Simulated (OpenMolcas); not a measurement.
**Mn³⁺ among point charges: CASSCF levels and susceptibility**

How does a field of 6 point charges split the states of Mn³⁺, and what χT follows?

The numbers are computed with OpenMolcas 26.06 (state-averaged CASSCF, spin-orbit coupling by RASSI with atomic mean-field integrals), except any that are marked as measured or tabulated.

1 further run of the same task is left out (set aside as unsound or not needed).

## Step 1: What is computed

```
Species                           : Mn³⁺ (manganese, Z = 25, 22 electrons)
Basis                             : ANO-RCC-VTZP [6s5p3d2f1g], 59 functions
Scalar Hamiltonian                : DKH2, point nucleus
Inactive shells                   : 1s 2s 2p 3s 3p
Active space                      : 4 electrons in 5 orbitals (3d)
Some configurations of this space : 3d4
Orbitals                          : optimised for each spin and parity, averaged over all roots
```

Outer shells as boxes (Hund's rule):

3d4
```
3d [↑ ][↑ ][↑ ][↑ ][  ]
```

The ion sits among 6 point charges of -2 e arranged as a trigonal antiprism (D3d), 1.82 Å from the ion, with a polar angle of 52.6° against the regular 54.74°.

Each step is its own input file, run in one work folder so that later steps find the files of earlier ones. Labels, J, g values, rates, χT and fits are worked out afterwards by a script from the matrices that RASSI stores. The input lists half of the charges; inversion (Group=XYZ) makes the rest.

## Step 2: GATEWAY and SEWARD: basis and integrals

The input, a.inp:

```
&GATEWAY
Coord
1

Mn 0.0 0.0 0.0
Basis=ANO-RCC-VTZP
Group=XYZ
NoMove
AngMom=0.0 0.0 0.0
AMFI
XField
3 Angstrom 0
0.000000 1.444796 1.106782 -2.000000
1.251230 -0.722398 1.106782 -2.000000
1.251230 0.722398 -1.106782 -2.000000
&SEWARD
```

Started as:

```sh
$ OMP_NUM_THREADS=1 MOLCAS_MEM=1689 MOLCAS_PROJECT=a pymolcas a.inp > a.log
```

## Step 3: Reference wave functions, quintets of even parity, 5 roots

The input, a.inp:

```
&RASSCF
FileOrb=start.orb
Symmetry=1
Spin=5
nActEl=4 0 0
Inactive=3 6
Ras2=5 0
CIRoot=5 5 1
SDav=5
CIMx=300
Iter=120 100
PrWF=0.3
OrbListing=Nothing
MaxOrb=0
>>> COPY $Project.JobIph JOB001
```

start.orb holds the contracted functions of the basis, ordered by shell, or the orbitals of the step before.

## Step 4: CASSCF: triplets of even parity, 45 roots

The input, a.inp:

```
&RASSCF
FileOrb=start.orb
Symmetry=1
Spin=3
nActEl=4 0 0
Inactive=3 6
Ras2=5 0
CIRoot=45 45 1
SDav=45
CIMx=300
Iter=120 100
PrWF=0.3
OrbListing=Nothing
MaxOrb=0
>>> COPY $Project.JobIph JOB002
```

## Step 5: CASSCF: singlets of even parity, 50 roots

The input, a.inp:

```
&RASSCF
FileOrb=start.orb
Symmetry=1
Spin=1
nActEl=4 0 0
Inactive=3 6
Ras2=5 0
CIRoot=50 50 1
SDav=50
CIMx=300
Iter=120 100
PrWF=0.3
OrbListing=Nothing
MaxOrb=0
>>> COPY $Project.JobIph JOB003
```

## Step 6: RASSI: spin-orbit coupling between the states

The input, a.inp:

```
&RASSI
NrOfJobIphs=3 5 45 50
1 2 3 4 5
1 2 3 4 5 6 7 8 9 10 11 12 13 14 15 16 17 18 19 20 21 22 23 24 25 26 27
28 29 30 31 32 33 34 35 36 37 38 39 40 41 42 43 44 45
1 2 3 4 5 6 7 8 9 10 11 12 13 14 15 16 17 18 19 20 21 22 23 24 25 26 27
28 29 30 31 32 33 34 35 36 37 38 39 40 41 42 43 44 45 46 47 48 49 50
IphNames
JOB001
JOB002
JOB003
EJob
SpinOrbit
DIPRint=1.0
SOCoupling=1000.0
Subsets=2
Property=9
'ANGMOM' 1 'ANGMOM' 2 'ANGMOM' 3 'MLTPL  1' 1 'MLTPL  1' 2 'MLTPL  1' 3
'AMFI' 1 'AMFI' 2 'AMFI' 3
SOProperty=3
'ANGMOM' 1 'ANGMOM' 2 'ANGMOM' 3
```

Q: Predict the outcome of this session. Wanted: spin-free ground state; first state of the same spin within the active space; lowest level; next level.

The runs gave:

| quantity | value |
| --- | --- |
| method | CASSCF |
| spin-free ground state | 5E, 2-fold in its orbital part |
| first state of the same spin within the active space | 5A1 at 4330 cm⁻¹ |
| lowest level | 2-fold E, g = 0.00, 0.00, 6.75 |
| next level | 15.2 cm⁻¹ |
| χT at 300 K | 2.79 cm³ K/mol |
| effective moment at 300 K | 4.72 μB |

The spin-free ground state (5E) comes to 100 % from free-ion D terms and keeps the highest spin of the shell. χT at 300 K is 2.79, against 3.01 cm³ K/mol for the spin alone; near agreement at one temperature doesn't show that the orbital moment is quenched. An active space of the d shell alone favours high spin; real ions in strong fields can be low spin. The field of point charges can differ much from that of real complexes. With metal d orbitals alone active, the gaps between spin states are rough; where two lie within a few thousand cm-1, their order is open. Point charges carry no covalency, so the field is a model and not that of real ligands.
